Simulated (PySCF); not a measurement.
# [CeF2]+: other functionals and bases at one geometry

How far do other levels of theory move the description of [CeF2]+, and what does each cost? It is a constructed species; whether it can be made isn't addressed.

Method: several levels, as the steps say, no spin–orbit coupling; program: PySCF 2.14.0.

1 further run of the same task is left out (for a known fault of the program).

## (1) The system as given

3 atoms, charge 1, spin multiplicity 1.

Bond lengths: Ce1–F2 2.023 Å, Ce1–F3 2.023 Å. Angles: F2–Ce1–F3 108.5°.

Coordinates:

```
Ce    0.0000    0.0000   -0.3855
F     1.6425    0.0000    0.7962
F    -1.6425    0.0000    0.7962
```

Formal oxidation states: Ce +3. Each metal's 1 4f electrons lie in its core potential, so multiplicities, spins and levels count the valence alone. An earlier session relaxed this geometry at PBE0, Ce lcecp-1-SVP with ECP47, F def2-SVP (singlet, point group C2v).

At PBE0 on the finer grid: E = -231.484043 Eh, HOMO -15.79 eV, LUMO -7.48 eV, Mulliken charge on Ce1 +1.73 e, largest force component 0.010 eV/Å. 

Levels to run: BP86; TPSS; PBE0, TZVP. Hardware: 2 threads of Arm Neoverse V2, shared host.

## (2) BP86

File run.py (the lines that set the calculation):

```python
mol = gto.M(atom='''
Ce     0.00000     0.00000    -0.38553
F      1.64248     0.00000     0.79620
F     -1.64248     0.00000     0.79620''',
    basis={'Ce': 'lcecp-1-SVP', 'F': 'def2-SVP'},
    ecp={'Ce': 'lcecp-1-SVP'},
    charge=1, spin=0)
mf = dft.RKS(mol, xc='B88,P86')
mf.grids.atom_grid = (75, 302)  # f atoms: unpruned, at least (60, 302)
mf = mf.density_fit()  # fitting sets: Ce AutoAux, F def2-universal-JKFIT
mf.conv_tol = 1e-08; mf.max_cycle = 55
mf.kernel(dm0)  # dm0: the density of the relaxed state
```

On the command line:

```sh
$ OMP_NUM_THREADS=2 python run.py
```

## (3) TPSS

run.py (the lines that set the calculation), as its differences from that of step 2:

```diff
@@ -7,3 +7,3 @@
     charge=1, spin=0)
-mf = dft.RKS(mol, xc='B88,P86')
+mf = dft.RKS(mol, xc='TPSS')
 mf.grids.atom_grid = (75, 302)  # f atoms: unpruned, at least (60, 302)
```

## (4) PBE0, TZVP

Basis: Ce lcecp-1-TZVP with ECP47, F def2-TZVP. 

File run.py (the lines that set the calculation):

```python
mol = gto.M(atom='''
Ce     0.00000     0.00000    -0.38553
F      1.64248     0.00000     0.79620
F     -1.64248     0.00000     0.79620''',
    basis={'Ce': 'lcecp-1-TZVP', 'F': 'def2-TZVP'},
    ecp={'Ce': 'lcecp-1-TZVP'},
    charge=1, spin=0)
mf = dft.RKS(mol, xc='PBE0')
mf.grids.atom_grid = (75, 302)  # f atoms: unpruned, at least (60, 302)
mf = mf.density_fit()  # fitting sets: Ce AutoAux, F def2-universal-JKFIT
mf.conv_tol = 1e-08; mf.max_cycle = 55
mf.kernel(dm0)  # dm0: free metal ions and neutral atoms
```

**Question.** What will these runs give? Wanted: for each run, HOMO; gap; charge on Ce1; dipole; largest force.

As calculated:

| level | state | HOMO (eV) | gap (eV) | charge on Ce1 (e) | dipole (D) | largest force (eV/Å) | basis functions | time |
| --- | --- | --- | --- | --- | --- | --- | --- | --- |
| PBE0 (relaxed here) | singlet | -15.79 | 8.31 | 1.73 | 6.59 | 0.01 | 61 | 2.5 s |
| BP86 | singlet | -14.03 | 5.96 | 1.59 | 6.07 | 0.45 | 61 | 1.5 s |
| TPSS | singlet | -13.99 | 6.01 | 1.64 | 6.22 | 0.53 | 61 | 1.9 s |
| PBE0, TZVP | singlet | -15.85 | 8.46 | 1.89 | 6.62 | 0.33 | 109 | 5 s |

Times are on 2 threads of Arm Neoverse V2, shared host; the first row also made further properties. The dipole of a charged species depends on the origin, so these sizes hold for this origin alone.

In one basis the HOMO–LUMO gap runs from 5.96 eV (BP86) to 8.31 eV (PBE0). The largest leftover force, 0.53 eV/Å with TPSS, stands at a geometry relaxed at another level. The Mulliken charge on Ce spans +1.59 to +1.89 e over the levels. With 4f in the core, its levels are missing from HOMO and gap. Total energies of different levels can't be compared. Spin–orbit coupling is left out throughout.
